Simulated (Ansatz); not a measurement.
# NbH2: how the settings move a single-point run

Aim: see which settings change the result for NbH2, by how much, and at what cost.

Program: Ansatz 0.2.0. Level of theory: reference: DFT, r2SCAN, PAW with Ansatz's default frozen-core files, scalar-relativistic. These are calculated values, not measurements.

## 1. The structure to begin with

It takes space group R3m (No. 160, trigonal). Conventional cell: a = 3.231 Å, b = 3.231 Å, c = 7.914 Å, α = 90.00°, β = 90.00°, γ = 120.00°. Around Nb (site symmetry 3m) lie 4 H at 1.48 to 1.91 Å. H (site symmetry 3m) has 1 Nb at 1.48 Å as nearest neighbours. H (site symmetry 3m) is surrounded by 3 Nb at 1.91 Å.

Coordinates:

```cif
data_structure
_symmetry_space_group_name_H-M 'P 1'
_symmetry_Int_Tables_number 1
_cell_length_a 3.2309
_cell_length_b 3.2309
_cell_length_c 3.2309
_cell_angle_alpha 60.000
_cell_angle_beta 60.000
_cell_angle_gamma 60.000
_cell_volume 23.85
loop_
_atom_site_label
_atom_site_type_symbol
_atom_site_fract_x
_atom_site_fract_y
_atom_site_fract_z
_atom_site_occupancy
Nb1 Nb 0.90625 0.03125 0.03125 1
H1 H 0.34375 0.21875 0.21875 1
H2 H 0.75000 0.75000 0.75000 1
```

## 2. Reference

input.yaml

```yaml
crystal:
  lattice:
    - [0.0, 2.2845582332, 2.2845582332]
    - [2.2845582332, 0.0, 2.2845582332]
    - [2.2845582332, 2.2845582332, 0.0]
  atoms:
    - { symbol: Nb, position: [-0.09375, 0.03125, 0.03125] }
    - { symbol: H, position: [0.34375, 0.21875, 0.21875] }
    - { symbol: H, position: [0.75, 0.75, 0.75] }
kpoints:
  mp_grid: { grid: [10, 10, 10] }
scf:
  occupations: { method: fermi_dirac, width: 0.05 }
hamiltonian:
  xc: r2scan
  pseudopotentials: { kind: paw }
output:
  forces: true
  stress: true
  eigenvalues: true
  efg: { contact_densities: true }
  populations: true
  write_density: true
  write_potential: true
  elf: true
  volumetric_format: npy
```

Run with:

```bash
$ ansatz run input.yaml --threads 1 --pin off --max-ram 3072MiB --backend cpu --events-out ev --progress --plain --runs-dir out
```

## 3. Changed: accuracy high

Edit input.yaml of step 2 so:

```diff
@@ -22,5 +22,2 @@
   populations: true
-  write_density: true
-  write_potential: true
-  elf: true
-  volumetric_format: npy
+accuracy: high
```

Before running it: what results should come out? Wanted: for each run, ending; energy change; pressure; gap; force.

The runs gave:

```tsv
run	ending	energy change	pressure (GPa)	gap (eV)	force (eV/Å)	cycles	time
reference	converged	0	14.1	0.00	7.78	6	7.2 s
1: accuracy high	converged	0.0 meV/atom	14.1	0.00	7.78	9	8.8 s
```

Times don't compare one to one where runs were asked for different outputs or read a saved state (see the inputs); cycles may leave out searches for a lower state.

Residual by cycle in the longest SCF loop of each run; runs are numbered as in the table. The quantity is the density residual dr2, in eV.

```tsv
cycle	reference	run 1
1	0.0122	0.0122
2	0.0044	0.0044
3	2.3e-4	2.3e-4
4	2.1e-5	2.1e-5
5	2.4e-6	2.4e-6
6	7.3e-8	7.5e-8
7	-	4.5e-9
8	-	5.4e-10
9	-	7.4e-12
```

The changed input (accuracy level) leaves the energy the same to the digits printed. The structure is not at rest: the sound run finds 14 GPa, so these are no properties of the relaxed crystal. 
